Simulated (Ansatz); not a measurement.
# HfB (Fm-3m) in Ansatz: further runs

The runs below take HfB through relaxation of cell and atoms, with PBE+D3(BJ), PBE+D4, PBEsol+D3(BJ), PBEsol+D4.

Everything below comes from runs of Ansatz 0.2.0. Logs are shortened: lines on timing, memory, paths and dates and some standing lists are left out, and cuts for length are marked.

### Step 1. Starting point

Symmetry: Fm-3m, No. 225, cubic system. Conventional cell: a = 4.620 Å, b = 4.620 Å, c = 4.620 Å, α = 90.00°, β = 90.00°, γ = 90.00°. Around Hf (site symmetry m-3m) lie 6 B at 2.31 Å. B (site symmetry m-3m) has 6 Hf at 2.31 Å as nearest neighbours.

### Step 2. Relaxation of cell and atoms, PBE+D3(BJ)

input.yaml reads:

```yaml
crystal:
  lattice:
    - [0.0, 2.31, 2.31]
    - [2.31, 0.0, 2.31]
    - [2.31, 2.31, 0.0]
  atoms:
    - { symbol: Hf, position: [0.5, 0.5, 0.5] }
    - { symbol: B, position: [0.0, 0.0, 0.0] }
hamiltonian:
  xc: pbe
  pseudopotentials: { kind: paw }
  dispersion: d3bj
kpoints:
  mp_grid: { grid: [10, 10, 10] }
scf:
  occupations: { method: fermi_dirac, width: 0.05 }
output:
  forces: true
  stress: true
  eigenvalues: true
  write_density: true
  write_potential: true
  elf: true
  volumetric_format: npy
relax:
  f_tol: 0.01
  max_steps: 40
  cell: { stress_tol: 0.05 }
```

Potentials or basis: Ansatz PAW.

Run with:

```
$ ansatz run input.yaml --threads 2 --pin off --max-ram 5632MiB --backend cpu --events-out ev --progress --plain --runs-dir out
```

The log of the run:

```text
Warning: RAYON_NUM_THREADS=2 ignored (pool sized by the plan → 2); use --threads N
Engine: ansatz 0.2.0, aarch64-unknown-linux-gnu
Pseudopotentials: kind: paw
Pseudopotential: Hf, paw, valence charge 26, recommended cutoff 420 eV (normal), Hf.paw.azcp
Pseudopotential: B, paw, valence charge 3, recommended cutoff 420 eV (normal), B.paw.azcp
Functional definition: PBE
  parameter kappa = 0.804
  parameter beta = 0.06672455060314922
  exchange = pbe_x(kappa = kappa, mu = beta*pi^2/3)
  correlation = pbe_c(beta = beta)
Crystal: 2 atoms, lattice volume = 24.653 Å³
Basis set: ecut = 420 eV, 531 PW (Γ), exchange–correlation on 48×48×48 points (8 copies of the dense FFT grid, shifted against one another)
Bands: 19, of which v1, the nominal top of the filled ones, is band 15 counted from 1 (14 counted from 0)
Symmetry: 48 space group operations
Space group: Fm-3m (ITA 225), of the structure as read, at distance tolerance 2.9e-5 Å
k-points: 47 of 1000
Non-local potential: Hf, projectors of the file, l = 0: 3, l = 1: 2, l = 2: 2, l = 3: 3
Non-local potential: B, projectors of the file, l = 0: 2, l = 1: 2, l = 2: 1
PAW form: soft (Blöchl's): semilocal exchange-correlation on the pseudo side does not see the compensation charge
PAW one-centre angular grid: Hf, 590 points (default); XC on 64 Gauss nodes
PAW one-centre angular grid: B, 110 points (default); XC on 64 Gauss nodes
Initial density: superposition of atomic densities (neutral atoms: chi_scale 0, normalization atom), corrected by the library's trained network
Initial wavefunctions: pseudopotential atomic-orbital guess
Functional: x = pbe(κ = 0.804, μ = 0.2195149727645171), c = pbe(β = 0.06672455060314922)
SCF iter   1: F=—  HF=-15878.609221 eV  |F-HF|=—  |Δ(HF+E_count)|=         —  Δρ=3.11e-3  dr2=1.70e-3  ethr=1.77e-3  ⟨swp⟩=5.3  Hψ=3762  notcnv=0
preconditioner: auto → Kerker (q_TF=auto, 2.803 Å⁻¹)  [metal: Δε(μ)=0.046 eV  Ē_g=18.108 eV  σ=0.050 eV  W_gap=0.23  n_scr=14 (ndim 8)  ℏωp=38.9 eV  f_vac=0.000  D(μ)=1.34/eV (n_scr^D=14)]
SCF iter   2: F=—  HF=-15878.608976 eV  |F-HF|=—  |Δ(HF+E_count)|=   2.46e-4  Δρ=1.93e-3  dr2=6.86e-4  ethr=5.85e-6  ⟨swp⟩=2.1  Hψ=1587  notcnv=0
SCF iter   3: F=—  HF=-15878.608996 eV  |F-HF|=—  |Δ(HF+E_count)|=   2.04e-5  Δρ=5.46e-4  dr2=5.12e-5  ethr=2.37e-6  ⟨swp⟩=2.1  Hψ=1430  notcnv=0
SCF iter   4: F=—  HF=-15878.608905 eV  |F-HF|=—  |Δ(HF+E_count)|=   9.07e-5  Δρ=2.51e-4  dr2=1.25e-5  ethr=1.77e-7  ⟨swp⟩=2.3  Hψ=1605  notcnv=0
SCF iter   5: F=—  HF=-15878.608908 eV  |F-HF|=—  |Δ(HF+E_count)|=   2.76e-6  Δρ=5.59e-5  dr2=2.94e-7  ethr=4.32e-8  ⟨swp⟩=2.1  Hψ=1404  notcnv=0
SCF iter   6: F=—  HF=-15878.608907 eV  |F-HF|=—  |Δ(HF+E_count)|=   1.36e-6  Δρ=1.86e-5  dr2=2.97e-8  ethr=3.45e-10  ⟨swp⟩=11.8  Hψ=8464  notcnv=0
SCF iter   7: F=-15878.608907 eV  HF=-15878.608907 eV  |F-HF|=1.90e-9  |Δ(HF+E_count)|=   5.81e-8  Δρ=2.41e-6  dr2=4.29e-10  ethr=1.02e-10  ⟨swp⟩=9.0  Hψ=5459  notcnv=0
SCF 1 converged in 7 iterations: F = -15878.608907 eV  dr2 = 4.29e-10
relax step   1: F+E_penalty+E_count = -15878.60890676 eV  Δ(F+E_penalty+E_count) = +0.000e0 eV  max|allowed force component| = 4.296e-29 eV/Å  Δτ_max = 0.0000 Å  P = +24.139 GPa  Ω = 24.653 Å³  (7 SCF iters, dr2 threshold 1.00e-7 eV, accepted)
Crystal: 2 atoms, lattice volume = 28.437 Å³
Basis set: ecut = 420 eV, 537 PW (Γ), exchange–correlation on 48×48×48 points (8 copies of the dense FFT grid, shifted against one another)
Initial density: handed on by an earlier stage of this run
Initial wavefunctions: those handed on with the density
iter 1 solved again at ethr=2.22e-4 eV; its pass at ethr=3.10e-3 eV (dr2=6.44e-2 eV) is discarded
SCF iter   1: F=—  HF=-15878.810464 eV  |F-HF|=—  |Δ(HF+E_count)|=         —  Δρ=1.28e-2  dr2=6.62e-2  ethr=2.22e-4  ⟨swp⟩=1.8  Hψ=5739  notcnv=0
preconditioner: auto → Kerker (q_TF=auto, 2.737 Å⁻¹)  [metal: Δε(μ)=0.012 eV  Ē_g=17.924 eV  σ=0.050 eV  W_gap=0.06  n_scr=14 (ndim 8)  ℏωp=36.2 eV  f_vac=0.000  D(μ)=1.99/eV (n_scr^D=14)]
SCF iter   2: F=—  HF=-15878.794161 eV  |F-HF|=—  |Δ(HF+E_count)|=   1.63e-2  Δρ=5.71e-3  dr2=1.30e-2  ethr=2.22e-4  ⟨swp⟩=3.0  Hψ=1662  notcnv=0
SCF iter   3: F=—  HF=-15878.791318 eV  |F-HF|=—  |Δ(HF+E_count)|=   2.84e-3  Δρ=1.48e-3  dr2=6.87e-4  ethr=4.49e-5  ⟨swp⟩=2.0  Hψ=1570  notcnv=0  defer=3
SCF iter   4: F=—  HF=-15878.790898 eV  |F-HF|=—  |Δ(HF+E_count)|=   4.20e-4  Δρ=9.04e-4  dr2=2.25e-4  ethr=2.37e-6  ⟨swp⟩=2.0  Hψ=1562  notcnv=0  defer=3
SCF iter   5: F=—  HF=-15878.790850 eV  |F-HF|=—  |Δ(HF+E_count)|=   4.77e-5  Δρ=1.99e-4  dr2=6.66e-6  ethr=7.76e-7  ⟨swp⟩=2.1  Hψ=1560  notcnv=0  defer=3
SCF iter   6: F=—  HF=-15878.790886 eV  |F-HF|=—  |Δ(HF+E_count)|=   3.56e-5  Δρ=9.64e-5  dr2=2.65e-6  ethr=2.30e-8  ⟨swp⟩=2.0  Hψ=1530  notcnv=0  defer=3
SCF iter   7: F=-15878.790887 eV  HF=-15878.790887 eV  |F-HF|=3.96e-8  |Δ(HF+E_count)|=   1.01e-6  Δρ=2.73e-5  dr2=1.25e-7  ethr=6.90e-10  ⟨swp⟩=8.0  Hψ=7218  notcnv=0
SCF 2 converged in 7 iterations: F = -15878.790887 eV  dr2 = 1.25e-7
relax step   2: F+E_penalty+E_count = -15878.79088693 eV  Δ(F+E_penalty+E_count) = -1.820e-1 eV  max|allowed force component| = 2.217e-29 eV/Å  Δτ_max = 0.0000 Å  P = -5.244 GPa  Ω = 28.437 Å³  energy of the carried Pulay correction = -2.996e-3 eV  (7 SCF iters, dr2 threshold 2.00e-7 eV, accepted)
[... 34 lines left out ...]
Crystal: 2 atoms, lattice volume = 27.564 Å³
iter 1 solved again at ethr=3.51e-9 eV; its pass at ethr=3.10e-3 eV (dr2=1.02e-6 eV) is discarded
SCF iter   1: F=—  HF=-15878.809301 eV  |F-HF|=—  |Δ(HF+E_count)|=         —  Δρ=5.26e-5  dr2=1.03e-6  ethr=3.51e-9  ⟨swp⟩=2.4  Hψ=4640  notcnv=0
preconditioner: auto → Kerker (q_TF=auto, 2.751 Å⁻¹)  [metal: Δε(μ)=0.029 eV  Ē_g=17.823 eV  σ=0.050 eV  W_gap=0.15  n_scr=14 (ndim 8)  ℏωp=36.8 eV  f_vac=0.000  D(μ)=1.97/eV (n_scr^D=14)]
SCF iter   2: F=—  HF=-15878.809306 eV  |F-HF|=—  |Δ(HF+E_count)|=   5.07e-6  Δρ=2.32e-5  dr2=2.01e-7  ethr=3.51e-9  ⟨swp⟩=2.6  Hψ=1359  notcnv=0
SCF iter   3: F=—  HF=-15878.809306 eV  |F-HF|=—  |Δ(HF+E_count)|=   4.19e-8  Δρ=7.19e-6  dr2=1.51e-8  ethr=1.02e-10  ⟨swp⟩=5.5  Hψ=5295  notcnv=0
SCF iter   4: F=-15878.809306 eV  HF=-15878.809306 eV  |F-HF|=7.93e-10  |Δ(HF+E_count)|=   1.34e-8  Δρ=3.40e-6  dr2=3.28e-9  ethr=5.19e-11  ⟨swp⟩=8.5  Hψ=5900  notcnv=0
SCF 6 converged in 4 iterations: F = -15878.809306 eV  dr2 = 3.28e-9
relax step   6: F+E_penalty+E_count = -15878.80930621 eV  Δ(F+E_penalty+E_count) = +5.092e-6 eV  max|allowed force component| = 8.717e-29 eV/Å  Δτ_max = 0.0000 Å  P = -0.000 GPa  Ω = 27.564 Å³  energy of the carried Pulay correction = -1.092e-5 eV  (4 SCF iters, dr2 threshold 2.97e-8 eV, accepted)
iter 1 solved again at ethr=5.78e-9 eV; its pass at ethr=3.10e-3 eV (dr2=1.68e-6 eV) is discarded
SCF iter   1: F=—  HF=-15878.809340 eV  |F-HF|=—  |Δ(HF+E_count)|=         —  Δρ=5.16e-6  dr2=3.45e-9  ethr=5.78e-9  ⟨swp⟩=3.3  Hψ=6299  notcnv=0
preconditioner: auto → Kerker (q_TF=auto, 2.751 Å⁻¹)  [metal: Δε(μ)=0.030 eV  Ē_g=17.823 eV  σ=0.050 eV  W_gap=0.15  n_scr=14 (ndim 8)  ℏωp=36.8 eV  f_vac=0.000  D(μ)=1.97/eV (n_scr^D=14)]
SCF iter   2: F=—  HF=-15878.809346 eV  |F-HF|=—  |Δ(HF+E_count)|=   5.33e-6  Δρ=2.85e-6  dr2=1.13e-9  ethr=1.19e-11  ⟨swp⟩=2.0  Hψ=1495  notcnv=0
SCF iter   3: F=—  HF=-15878.809346 eV  |F-HF|=—  |Δ(HF+E_count)|=  4.78e-10  Δρ=1.83e-6  dr2=6.75e-10  ethr=3.88e-12  ⟨swp⟩=2.0  Hψ=1222  notcnv=0
SCF iter   4: F=—  HF=-15878.809346 eV  |F-HF|=—  |Δ(HF+E_count)|=  3.27e-11  Δρ=3.60e-7  dr2=3.48e-11  ethr=2.33e-12  ⟨swp⟩=2.7  Hψ=1487  notcnv=0
SCF iter   5: F=-15878.809346 eV  HF=-15878.809346 eV  |F-HF|=3.64e-12  |Δ(HF+E_count)|=  5.46e-12  Δρ=1.08e-7  dr2=2.56e-12  ethr=1.00e-12  ⟨swp⟩=5.1  Hψ=3763  notcnv=0
SCF 7 converged in 5 iterations: F = -15878.809346 eV  dr2 = 2.56e-12
relax step   7: F+E_penalty+E_count = -15878.80934565 eV  Δ(F+E_penalty+E_count) = -3.945e-5 eV  max|allowed force component| = 1.294e-28 eV/Å  Δτ_max = 0.0000 Å  P = -0.000 GPa  Ω = 27.564 Å³  stress off target by 2.64e-4 GPa  SCF on the basis re-selected at this cell (its energy is not comparable with the rows above)  (5 SCF iters)
basis re-selected at this cell: Δ(F+E_penalty+E_count) = -3.945e-5 eV, ΔP = -0.000 GPa vs the last step (what re-selecting the basis moved, of the pressure what is left beyond the Pulay correction that the steps carried, after the strain that the cell walked since its last selection, with what the two solves' SCF thresholds leave and, on support functions, any second-order correction that the steps lacked; it is no measure of the basis error at this ecutwfc). This SCF's stress stands 2.64e-4 GPa from its target on what of the cell is left free (relax.cell.stress_tol is 5.00e-2 GPa) and its largest allowed force component is 1.29e-28 eV/Å (relax.f_tol is 1.00e-2 eV/Å): within both
SCF converged after 5 iterations
Free energy (F): -15878.809346 eV
Harris-Foulkes:  -15878.809346 eV  (|F-HF|=3.64e-12)
Internal energy: -15878.794626 eV  (E = F + TS)
E sigma→0 (E₀):  -15878.801986 eV
Entropy (-TS):   -0.014719 eV (-7.360 meV/atom)
Fermi energy:    17.420638 eV
--- Per-component energies (eV) ---
  E_band       = 46.036543
  E_kinetic    = 470.881083
  E_local      = -5307.765616  (includes V_loc(G=0)·N_el)
  E_nonlocal   = -1230.992629
  E_hartree    = 2499.696404
  E_xc         = -332.303874
  E_vxc        = -304.571243  (∫ρ·V_xc dr)
  E_paw        = -7006.712437  (= ΣΔE_a)
  E_vpaw       = 1419.092118  (= ΣTr[D̂ρ^β])
  E_aug_tail   = -0.000003  (compensation charges beyond the density's cutoff)
  E_ewald      = -4970.885210
  E_disp       = -0.712345  (pairwise vdW)
  E_smearing   = -0.014719  (= −TS)
  E_closure    = -0.000000  (closes the sum)
  Σ components = -15878.809346   (vs F -15878.809346, Δ=0.00e0)
--- Forces (eV/Å), atoms counted from 1 ---
  atom   1  Hf     0.00000000    -0.00000000    -0.00000000
  atom   2  B     -0.00000000     0.00000000    -0.00000000
  max |Σ_I F_I| component: 2.46e-28 eV/Å
--- Stress (GPa, compression-positive) ---
       -0.000264      -0.000000      -0.000000
       -0.000000      -0.000264      -0.000000
       -0.000000       0.000000      -0.000264
  P = ⅓ Tr σ = -0.0003 GPa (-0.003 kbar)
--- Band table (eV; the first three rows and the last of 47) ---
  k-point 0: bands = ["-42.9498", "-11.4703", "-11.4703", "-11.4703", "7.0512", "7.0618", "7.0618", "7.0618", "7.1192", "7.1192", "7.1192", "8.2333", "19.4982", "19.4982", "19.4982", "21.1271", "21.1271", "21.1271", "21.2205"]
  k-point 1: bands = ["-42.9473", "-11.5183", "-11.4754", "-11.4754", "7.0539", "7.0600", "7.0658", "7.0658", "7.1150", "7.1150", "7.1194", "8.4844", "18.6651", "19.1567", "19.1567", "20.1400", "20.1400", "21.5076", "23.0520"]
  k-point 2: bands = ["-42.9408", "-11.6420", "-11.4889", "-11.4889", "7.0532", "7.0641", "7.0764", "7.0764", "7.1048", "7.1048", "7.1198", "9.1964", "17.2120", "17.9849", "17.9849", "20.6507", "20.6507", "21.9245", "25.1636"]
  k-point 46: bands = ["-42.9150", "-11.8183", "-11.7361", "-11.6458", "7.0777", "7.0788", "7.0797", "7.0918", "7.0951", "7.1000", "7.1001", "11.7905", "16.0727", "16.1222", "16.4684", "21.6041", "23.1647", "24.3058", "24.3955"]
--- Relaxed structure (5 steps of the walk, 5 accepted, 2 SCFs on fresh bases) ---
  F+E_penalty+E_count = -15878.80934565 eV   max|allowed force component| = 1.294e-28 eV/Å   (the final SCF, on the basis selected at the relaxed cell)
  cell:  # Å, volume = 27.5636 Å³
    - [-1.8096534539260953e-33, 2.397554950055023, 2.397554950055023]
    - [2.397554950055023, -8.160554467754134e-34, 2.397554950055023]
    - [2.397554950055023, 2.397554950055023, -2.3183942749674933e-33]
  atoms:
    - { symbol: Hf, position: [0.49999999999999994, 0.49999999999999994, 0.49999999999999994] }
    - { symbol: B, position: [-1.628390442694598e-35, 1.6501023152637898e-35, 1.6501023152638903e-35] }
```

Wall time 5.4 s (2 threads of Arm Neoverse V2, shared host); peak memory 0.31 GiB.

Results:

```
Free energy                            : -15878.8093 eV
Relaxed volume                         : 13.78 Å³/atom
Relaxed cell                           : a = 3.391 Å, b = 3.391 Å, c = 3.391 Å, α = 60.00°, β = 60.00°, γ = 60.00°
Space group after relaxing (to 0.05 Å) : Fm-3m (No. 225)
Energy gained by relaxing              : 100.2 meV/atom
Ionic steps                            : 7
Pressure after relaxing                : 0.0 GPa
Band gap on the k mesh                 : none (metal or under the smearing width)
```

Step by step:
| step | energy change (eV) | largest force (eV/Å) | volume (Å³) |
| --- | --- | --- | --- |
| 1 | 0.0000 | 0.0000 | 24.65 |
| 2 | -0.1820 | 0.0000 | 28.44 |
| 3 | -0.1971 | 0.0000 | 27.68 |
| 4 | -0.1975 | 0.0000 | 27.55 |
| 5 | -0.2004 | 0.0000 | 27.55 |
| 6 | -0.2004 | 0.0000 | 27.56 |
| 7 | -0.2004 | 0.0000 | 27.56 |

Final structure:
```yaml
crystal:
  lattice:
    - [0.00000, 2.39755, 2.39755]
    - [2.39755, 0.00000, 2.39755]
    - [2.39755, 2.39755, 0.00000]
  atoms:
    - { symbol: Hf, position: [0.50000, 0.50000, 0.50000] }
    - { symbol: B, position: [0.00000, 0.00000, 0.00000] }
```

Caveat: the plane-wave basis is chosen anew once the cell has moved, so the energies of steps on either side of that aren't comparable; the volume moved by +12 % from the deposited cell, more than functionals usually miss; pairwise dispersion overbinds metals, which lowers pressure and volume.

### Step 3. Relaxation of cell and atoms, PBE+D4

input.yaml, as its differences from that of step 2:

```diff
@@ -11,3 +11,3 @@
   pseudopotentials: { kind: paw }
-  dispersion: d3bj
+  dispersion: d4
 kpoints:
@@ -20,6 +20,2 @@
   eigenvalues: true
-  write_density: true
-  write_potential: true
-  elf: true
-  volumetric_format: npy
 relax:
```

Potentials or basis: Ansatz PAW.

Run with:

```
$ ansatz run input.yaml --threads 2 --pin off --max-ram 5632MiB --backend cpu --events-out ev --progress --plain --runs-dir out
```

The log of the run:

```text
Warning: RAYON_NUM_THREADS=2 ignored (pool sized by the plan → 2); use --threads N
[... 9 set-up lines as earlier in the session ...]
Crystal: 2 atoms, lattice volume = 24.653 Å³
Basis set: ecut = 420 eV, 531 PW (Γ), exchange–correlation on 48×48×48 points (8 copies of the dense FFT grid, shifted against one another)
Bands: 19, of which v1, the nominal top of the filled ones, is band 15 counted from 1 (14 counted from 0)
[... 2 set-up lines as earlier in the session ...]
k-points: 47 of 1000
[... 8 set-up lines as earlier in the session ...]
SCF iter   1: F=—  HF=-15878.441237 eV  |F-HF|=—  |Δ(HF+E_count)|=         —  Δρ=3.11e-3  dr2=1.70e-3  ethr=1.77e-3  ⟨swp⟩=5.3  Hψ=3762  notcnv=0
preconditioner: auto → Kerker (q_TF=auto, 2.803 Å⁻¹)  [metal: Δε(μ)=0.046 eV  Ē_g=18.108 eV  σ=0.050 eV  W_gap=0.23  n_scr=14 (ndim 8)  ℏωp=38.9 eV  f_vac=0.000  D(μ)=1.34/eV (n_scr^D=14)]
SCF iter   2: F=—  HF=-15878.440992 eV  |F-HF|=—  |Δ(HF+E_count)|=   2.46e-4  Δρ=1.93e-3  dr2=6.86e-4  ethr=5.85e-6  ⟨swp⟩=2.1  Hψ=1587  notcnv=0
SCF iter   3: F=—  HF=-15878.441012 eV  |F-HF|=—  |Δ(HF+E_count)|=   2.04e-5  Δρ=5.46e-4  dr2=5.12e-5  ethr=2.37e-6  ⟨swp⟩=2.1  Hψ=1430  notcnv=0
SCF iter   4: F=—  HF=-15878.440921 eV  |F-HF|=—  |Δ(HF+E_count)|=   9.07e-5  Δρ=2.51e-4  dr2=1.25e-5  ethr=1.77e-7  ⟨swp⟩=2.3  Hψ=1605  notcnv=0
SCF iter   5: F=—  HF=-15878.440924 eV  |F-HF|=—  |Δ(HF+E_count)|=   2.76e-6  Δρ=5.59e-5  dr2=2.94e-7  ethr=4.32e-8  ⟨swp⟩=2.1  Hψ=1404  notcnv=0
SCF iter   6: F=—  HF=-15878.440923 eV  |F-HF|=—  |Δ(HF+E_count)|=   1.36e-6  Δρ=1.86e-5  dr2=2.97e-8  ethr=3.45e-10  ⟨swp⟩=7.1  Hψ=4764  notcnv=0
SCF iter   7: F=-15878.440923 eV  HF=-15878.440923 eV  |F-HF|=1.91e-9  |Δ(HF+E_count)|=   5.81e-8  Δρ=2.41e-6  dr2=4.29e-10  ethr=1.02e-10  ⟨swp⟩=4.8  Hψ=3106  notcnv=0
SCF 1 converged in 7 iterations: F = -15878.440923 eV  dr2 = 4.29e-10
[... 71 lines left out ...]
Internal energy: -15878.639034 eV  (E = F + TS)
E sigma→0 (E₀):  -15878.646420 eV
Entropy (-TS):   -0.014772 eV (-7.386 meV/atom)
Fermi energy:    17.354392 eV
--- Per-component energies (eV) ---
  E_band       = 43.775110
  E_kinetic    = 470.647905
  E_local      = -5316.891142  (includes V_loc(G=0)·N_el)
  E_nonlocal   = -1231.029414
  E_hartree    = 2503.150285
  E_xc         = -332.221666
  E_vxc        = -304.463012  (∫ρ·V_xc dr)
  E_paw        = -7006.657446  (= ΣΔE_a)
  E_vpaw       = 1419.210103  (= ΣTr[D̂ρ^β])
  E_aug_tail   = -0.000004  (compensation charges beyond the density's cutoff)
  E_ewald      = -4965.083154
  E_disp       = -0.554399  (pairwise vdW)
  E_smearing   = -0.014772  (= −TS)
  E_closure    = 0.000000  (closes the sum)
  Σ components = -15878.653806   (vs F -15878.653806, Δ=0.00e0)
--- Forces (eV/Å), atoms counted from 1 ---
  atom   1  Hf     0.00000000    -0.00000000    -0.00000000
  atom   2  B     -0.00000000     0.00000000    -0.00000000
  max |Σ_I F_I| component: 4.12e-29 eV/Å
--- Stress (GPa, compression-positive) ---
        0.000025      -0.000000       0.000000
        0.000000       0.000025      -0.000000
        0.000000      -0.000000       0.000025
  P = ⅓ Tr σ = 0.0000 GPa (0.000 kbar)
--- Band table (eV; the first three rows and the last of 47) ---
  k-point 0: bands = ["-43.0327", "-11.5533", "-11.5533", "-11.5533", "6.9681", "6.9790", "6.9790", "6.9790", "7.0355", "7.0355", "7.0355", "8.1790", "19.4280", "19.4280", "19.4280", "21.0507", "21.0507", "21.0507", "21.1416"]
  k-point 1: bands = ["-43.0302", "-11.6008", "-11.5585", "-11.5585", "6.9708", "6.9773", "6.9830", "6.9830", "7.0314", "7.0314", "7.0357", "8.4290", "18.5966", "19.0867", "19.0867", "20.0667", "20.0667", "21.4293", "22.9678"]
  k-point 2: bands = ["-43.0238", "-11.7228", "-11.5718", "-11.5718", "6.9705", "6.9809", "6.9934", "6.9934", "7.0213", "7.0213", "7.0362", "9.1383", "17.1454", "17.9183", "17.9183", "20.5755", "20.5755", "21.8437", "25.0716"]
  k-point 46: bands = ["-42.9985", "-11.8968", "-11.8157", "-11.7266", "6.9946", "6.9956", "6.9965", "7.0087", "7.0115", "7.0168", "7.0168", "11.7289", "16.0040", "16.0575", "16.4024", "21.5244", "23.0787", "24.2073", "24.3013"]
--- Relaxed structure (5 steps of the walk, 5 accepted, 2 SCFs on fresh bases) ---
  F+E_penalty+E_count = -15878.65380615 eV   max|allowed force component| = 2.146e-29 eV/Å   (the final SCF, on the basis selected at the relaxed cell)
  cell:  # Å, volume = 27.6603 Å³
    - [-2.7172824350870572e-33, 2.400356665153858, 2.400356665153858]
    - [2.400356665153858, -2.2467245375854436e-33, 2.400356665153858]
    - [2.400356665153858, 2.400356665153858, -1.0580858487059747e-33]
  atoms:
    - { symbol: Hf, position: [0.5, 0.5, 0.5] }
    - { symbol: B, position: [-6.51356177077956e-37, 7.164917947865355e-36, 6.296443045078869e-36] }
```

Run time: 5.8 s. Hardware: 2 threads of Arm Neoverse V2, shared host; peak memory 0.31 GiB.

Results:

* Free energy: -15878.6538 eV
* Relaxed volume: 13.83 Å³/atom
* Relaxed cell: a = 3.395 Å, b = 3.395 Å, c = 3.395 Å, α = 60.00°, β = 60.00°, γ = 60.00°
* Space group after relaxing (to 0.05 Å): Fm-3m (No. 225)
* Energy gained by relaxing: 106.4 meV/atom
* Ionic steps: 7
* Pressure after relaxing: 0.0 GPa
* Band gap on the k mesh: none (metal or under the smearing width)

The path:
| step | energy change (eV) | largest force (eV/Å) | volume (Å³) |
| --- | --- | --- | --- |
| 1 | 0.0000 | 0.0000 | 24.65 |
| 2 | -0.1975 | 0.0000 | 28.44 |
| 3 | -0.2095 | 0.0000 | 27.76 |
| 4 | -0.2098 | 0.0000 | 27.64 |
| 5 | -0.2129 | 0.0000 | 27.64 |
| 6 | -0.2129 | 0.0000 | 27.66 |
| 7 | -0.2129 | 0.0000 | 27.66 |

Final structure:
```
Hf B
1.0
     0.00000    2.40036    2.40036
     2.40036    0.00000    2.40036
     2.40036    2.40036    0.00000
Hf B
1 1
Direct
  0.50000 0.50000 0.50000
  0.00000 0.00000 0.00000
```

Caveat: the plane-wave basis is chosen anew once the cell has moved, so the energies of steps on either side of that aren't comparable; the volume moved by +12 % from the deposited cell, more than functionals usually miss; pairwise dispersion overbinds metals, which lowers pressure and volume. Zero-point motion and thermal expansion aren't in these numbers.

(Continued in part 2 of 2.)
